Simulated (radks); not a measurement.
**Ti in [Ar] 4s2 4d2: an all-electron calculation**

One table from this session's results is given with a row withheld; the runs are named, their logs left out.

Method: Dirac Kohn-Sham, LDA (Slater exchange, Perdew-Zunger correlation), spin-unpolarised, spherical densities, finite nucleus; open shells are shared between the two j in proportion to 2j + 1. Code: radks (a radial shooting solver on a logarithmic mesh, Libxc functionals) version 1.

## The system

* element: titanium (Z = 22)
* charge: 0
* electrons: 22
* configuration: [Ar] 4s2 4d2
* nuclear rms radius: 3.5921 fm

The outer shells:

Ti
```
[Ar] core
4s [↑↓]
4d [↑ ][↑ ][  ][  ][  ]
```

Set-up of the first run:

The run's settings:

```text
Z 22
configuration [Ar] 4s2 4d2
relativity Dirac
functional lda,pz
spin unpolarised
j_filling average
nucleus finite rms 3.5921 fm
c 137.035999084
```

One of the session's tables, all rows but one given; the rest of the session is left out.

It belongs to the step «Shells». Radial moments (bohr):

| level | <r> | outermost maximum (interpolated) | 90 % within | nodes |
| --- | --- | --- | --- | --- |
| 1s1/2 | 0.06973 | 0.0456 | 0.125 | 0 |
| 2s1/2 | 0.3257 | 0.270 | 0.507 | 1 |
| 2p1/2 | 0.2886 | 0.218 | 0.475 | 0 |
| 2p3/2 | ? | ? | ? | ? |
| 3s1/2 | 0.9839 | 0.860 | 1.47 | 2 |
| 3p1/2 | 1.037 | 0.880 | 1.58 | 1 |
| 3p3/2 | 1.044 | 0.886 | 1.60 | 1 |
| 4s1/2 | 2.766 | 2.43 | 4.06 | 3 |
| 4d3/2 | 5.954 | 4.70 | 9.34 | 1 |
| 4d5/2 | 5.963 | 4.71 | 9.35 | 1 |

Estimate the missing values for 2p3/2.

As computed: <r>: 0.2913; outermost maximum (interpolated): 0.220; 90 % within: 0.479; nodes: 0. In the column «<r>» it lies between 2p1/2 (0.2886) and 2s1/2 (0.3257).
